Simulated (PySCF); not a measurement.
**CH6Al2Cl4Si: electronic excitations**

Wanted: the electronic excitations of CH6Al2Cl4Si (`[SiH3][C@@H](Cl)[Al-]1([Cl])[Cl+][AlH2-][Cl+]1`), by calculation.

The runs use PySCF 2.14.0, with density-fitted response routines of our own; the level of theory stands in each step. All values are computed, except where a source is named. Atoms count from 0, in the outputs and in this text.

### 1 Starting geometry

14 atoms, charge 0, multiplicity 1; geometry from: GFN2-xTB.

Bonds of the start (Å): Si0–C1 1.91, C1–Cl2 1.85, C1–Al3 1.99, Al3–Cl4 2.03, Al3–Cl5 2.29, Cl5–Al6 2.15, Al6–Cl7 2.18, Cl7–Al3 2.23, Si0–H8 1.46, Si0–H9 1.47, Si0–H10 1.46, C1–H11 1.09, Al6–H12 1.54, Al6–H13 1.55.

The optimised geometry no longer has the bonds of the starting formula, so what follows describes that rearranged structure.

### 2 TDDFT and polarisability: wB97X-D/def2-SVPD

What the job is given:

```
{"job": {"kind": "uv", "xc": "wB97X-D", "basis": "def2-SVPD", "nstates": 8, "ntriplets": 3}, "charge": 0, "multiplicity": 1}
Si    -1.895599    -0.795615    -0.649571
C     -1.424484     0.833866     0.223461
Cl    -1.558322     0.590202     2.049942
Al     0.370344     1.403274     0.868463
Cl     0.869159     3.068683     1.916613
Cl     1.652688     1.520805    -1.026564
Al     2.572329    -0.364359    -0.538476
Cl     1.570302    -0.398137     1.394248
H     -1.931029    -0.486074    -2.080235
H     -0.885828    -1.811142    -0.334952
H     -3.210512    -1.220683    -0.165596
H     -2.173435     1.595563     0.000274
H      4.079109    -0.161735    -0.277193
H      1.964600    -1.492042    -1.402581
```

Level: TDDFT wB97X-D/def2-SVPD, vertical, gas phase, core orbitals frozen in the response.

On the command line:

```
$ OMP_NUM_THREADS=1 python probes_run.py task.json out
```

The driver reads the jobs from task.json and runs them one after another.

Predict these results of the whole session: lowest singlet (wB97X-D/def2-SVPD); brightest single state of those computed; lowest triplet.

**Answer**, as computed:

```
                                quantity                        value
      lowest singlet (wB97X-D/def2-SVPD)  5.89 eV (211 nm), f = 0.007
brightest single state of those computed  state 6, 7.58 eV, f = 0.055
                          lowest triplet                      5.20 eV
```

**Reading.** The structure rearranged or came apart on optimisation; the results belong to the end geometry, not to the formula as drawn. The first singlet state (HOMO→LUMO 0.71, HOMO−1→LUMO 0.08) lies at 5.89 eV and is weak; of the 8 states computed, the strongest absorption comes from state 6 at 7.58 eV. The lowest triplet lies 0.69 eV below the lowest singlet (triplets in Tamm-Dancoff, singlets in full TDDFT).
